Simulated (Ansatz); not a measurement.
# C2H8FN2Y: a ladder of functionals and wavefunction methods

An exercise on one series of results from a longer session: the logs are not shown, and one member is left open.

Program: Ansatz 0.2.0, Gaussian basis. Level of theory: functionals in def2-TZVPP, the program's frozen cores in correlated methods. These are calculated values, not measurements.

The runs, in order: PBE-D4, r2SCAN-D4, PBE0-D4, B3LYP-D4, ωB97X-V, ωB97M-V, B2PLYP; CCSD(T)/def2-TZVPP; MP2/def2-QZVPP; extrapolation to the limit.

### Structure used throughout

The geometry comes from an earlier relaxation with PBE0-D4 in a triple-zeta def2 set; it is a stationary point, not always the lowest conformer. Y takes the def2 core potential; no spin-orbit term is included.

14 atoms, charge 0, spin multiplicity 1.

Atoms are counted from 1 here; the program's logs count them from 0.

Bond lengths: C1–N2 1.440 Å, C1–H7 1.096 Å, C1–H8 1.102 Å, C1–H9 1.102 Å, N2–C3 1.442 Å, N2–Y4 2.141 Å, C3–H10 1.102 Å, C3–H11 1.102 Å, C3–H12 1.098 Å, Y4–N5 2.148 Å, Y4–F6 2.015 Å, N5–H13 1.013 Å, N5–H14 1.013 Å. Angles: N2–C1–H7 111.0°, N2–C1–H8 112.2°, N2–C1–H9 112.2°, H7–C1–H8 107.2°, H7–C1–H9 107.2°, H8–C1–H9 106.6°, C1–N2–C3 111.4°, C1–N2–Y4 128.2°, C3–N2–Y4 120.4°, N2–C3–H10 112.4°, N2–C3–H11 112.4°, N2–C3–H12 111.1°, H10–C3–H11 106.8°, H10–C3–H12 106.9°, H11–C3–H12 106.9°, N2–Y4–N5 117.9°, N2–Y4–F6 120.7°, N5–Y4–F6 121.4° and more.

The first run:

in.yaml

```yaml
crystal:
  periodic: [false, false, false]
  atoms:
    - {symbol: C, position_ang: [-0.077225, -0.319257, -2.065167]}
    - {symbol: N, position_ang: [-0.126798, -0.039797, -0.653384]}
    - {symbol: C, position_ang: [-1.292458, 0.736661, -0.311998]}
    - {symbol: Y, position_ang: [1.266621, -0.628712, 0.862130]}
    - {symbol: N, position_ang: [0.869777, -0.018356, 2.883432]}
    - {symbol: F, position_ang: [2.897982, -1.715347, 0.394803]}
    - {symbol: H, position_ang: [0.810425, -0.909688, -2.317566]}
    - {symbol: H, position_ang: [-0.040463, 0.600561, -2.671086]}
    - {symbol: H, position_ang: [-0.956263, -0.888448, -2.408493]}
    - {symbol: H, position_ang: [-2.231255, 0.218752, -0.566638]}
    - {symbol: H, position_ang: [-1.315273, 1.709566, -0.829076]}
    - {symbol: H, position_ang: [-1.326193, 0.947013, 0.765371]}
    - {symbol: H, position_ang: [0.084387, 0.526900, 3.218882]}
    - {symbol: H, position_ang: [1.436756, -0.219839, 3.698781]}
basis:
  gaussian: {orbitals: def2-TZVPP}
hamiltonian: {xc: pbe, dispersion: d4}
output: {forces: true, orbitals: {seedname: orbitals}}
```

The run is started by

```sh
$ ansatz run in.yaml --threads 2 --pin off --events-out ev --progress --plain --max-ram 22528MiB --backend cuda --devices 0, --max-vram 18GiB
```

Steps of the session up to this table: PBE-D4 (GGA); r2SCAN-D4 (meta-GGA); PBE0-D4 (hybrid); B3LYP-D4 (hybrid); ωB97X-V (range-separated); ωB97M-V (range-separated); B2PLYP (double hybrid).

One table of the session follows, with a row left open; its other results are not shown here.

It belongs to the step «Frontier levels by functional». 

```
functional  HOMO (eV)  LUMO (eV)  gap (eV)
    PBE-D4      -4.73      -2.21      2.52
 r2SCAN-D4      -4.91      -1.76      3.15
   PBE0-D4      -5.93      -1.47      4.46
  B3LYP-D4          ?          ?         ?
   ωB97X-V      -8.25       0.21      8.46
   ωB97M-V      -8.18      -0.23      7.95
```

Estimate the missing values for B3LYP-D4.

**Answer.** HOMO (eV): -5.74; LUMO (eV): -1.81; gap (eV): 3.94. In the column «HOMO (eV)» it lies between PBE0-D4 (-5.93) and r2SCAN-D4 (-4.91).
